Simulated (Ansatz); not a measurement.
**C₃H₁₁BSi: basis-set convergence**

An exercise on one series of results from a longer session: the logs are not shown, and one member is left open.

Computed with Ansatz 0.2.0, Gaussian basis. Level: one geometry, several basis sets.

Plan: PBE0-D4/def2-SVP; ωB97M-V/def2-SVP; PBE0-D4/def2-QZVPP; ωB97M-V/def2-QZVPP; the functionals' def2-TZVPP values are taken from earlier runs.

### The geometry

The geometry comes from an earlier relaxation with PBE0-D4 in a triple-zeta def2 set; it is a stationary point, not always the lowest conformer.

16 atoms, charge 0, spin multiplicity 1.

Atoms are counted from 1 here; the program's logs count them from 0.

Bond lengths: C1–B2 1.570 Å, C1–H6 1.099 Å, C1–H7 1.095 Å, C1–H8 1.092 Å, B2–C3 1.570 Å, B2–C4 1.557 Å, C3–H9 1.093 Å, C3–H10 1.093 Å, C3–H11 1.100 Å, C4–Si5 1.882 Å, C4–H12 1.095 Å, C4–H13 1.095 Å, Si5–H14 1.488 Å, Si5–H15 1.488 Å, Si5–H16 1.488 Å. Angles: B2–C1–H6 107.9°, B2–C1–H7 111.8°, B2–C1–H8 115.3°, H6–C1–H7 105.0°, H6–C1–H8 107.3°, H7–C1–H8 109.0°, C1–B2–C3 119.5°, C1–B2–C4 120.7°, C3–B2–C4 119.7°, B2–C3–H9 114.2°, B2–C3–H10 114.1°, B2–C3–H11 106.5°, H9–C3–H10 109.3°, H9–C3–H11 106.2°, H10–C3–H11 106.0°, B2–C4–Si5 108.7°, B2–C4–H12 113.4°, B2–C4–H13 113.7° and more.

The first run:

Input file in.yaml:

```yaml
crystal:
  periodic: [false, false, false]
  atoms:
    - {symbol: C, position_ang: [-1.175714, 0.718227, 1.264315]}
    - {symbol: B, position_ang: [0.097159, 0.030544, 0.655753]}
    - {symbol: C, position_ang: [1.520779, 0.594198, 1.000631]}
    - {symbol: C, position_ang: [-0.040380, -1.175320, -0.320000]}
    - {symbol: Si, position_ang: [-0.337766, -0.515322, -2.057098]}
    - {symbol: H, position_ang: [-1.317558, 1.680600, 0.752644]}
    - {symbol: H, position_ang: [-1.032487, 0.976511, 2.318673]}
    - {symbol: H, position_ang: [-2.105174, 0.154595, 1.159635]}
    - {symbol: H, position_ang: [1.527629, 1.648600, 1.288001]}
    - {symbol: H, position_ang: [2.266961, 0.428633, 0.218990]}
    - {symbol: H, position_ang: [1.873234, 0.034795, 1.880021]}
    - {symbol: H, position_ang: [-0.902600, -1.814761, -0.103094]}
    - {symbol: H, position_ang: [0.862854, -1.790934, -0.388559]}
    - {symbol: H, position_ang: [0.777168, 0.375088, -2.480119]}
    - {symbol: H, position_ang: [-0.434847, -1.634773, -3.031972]}
    - {symbol: H, position_ang: [-1.602058, 0.266718, -2.113420]}
basis:
  gaussian: {orbitals: def2-SVP}
hamiltonian: {xc: pbe0, dispersion: d4}
output: {orbitals: {seedname: orbitals}}
```

On the command line:

```sh
> ansatz run in.yaml --threads 4 --pin off --events-out ev --progress --plain --max-ram 10444MiB
```

Steps of the session up to this table: PBE0-D4 in def2-SVP; ωB97M-V in def2-SVP; PBE0-D4 in def2-QZVPP; ωB97M-V in def2-QZVPP.

One of the session's tables, all rows but one given; the rest of the session is left out.

| functional | basis | HOMO (eV) | LUMO (eV) |
| --- | --- | --- | --- |
| PBE0-D4 | def2-SVP | -8.38 | -0.32 |
| PBE0-D4 | def2-TZVPP | -8.41 | -0.41 |
| PBE0-D4 | def2-QZVPP | -8.42 | -0.44 |
| ωB97M-V | def2-SVP | -10.62 | 1.68 |
| ωB97M-V | def2-TZVPP | -10.66 | 1.52 |
| ωB97M-V | def2-QZVPP | ? | ? |

Estimate the missing values for ωB97M-V, def2-QZVPP.

As computed: HOMO (eV): -10.67; LUMO (eV): 1.40. In the column «HOMO (eV)» it is the lowest.
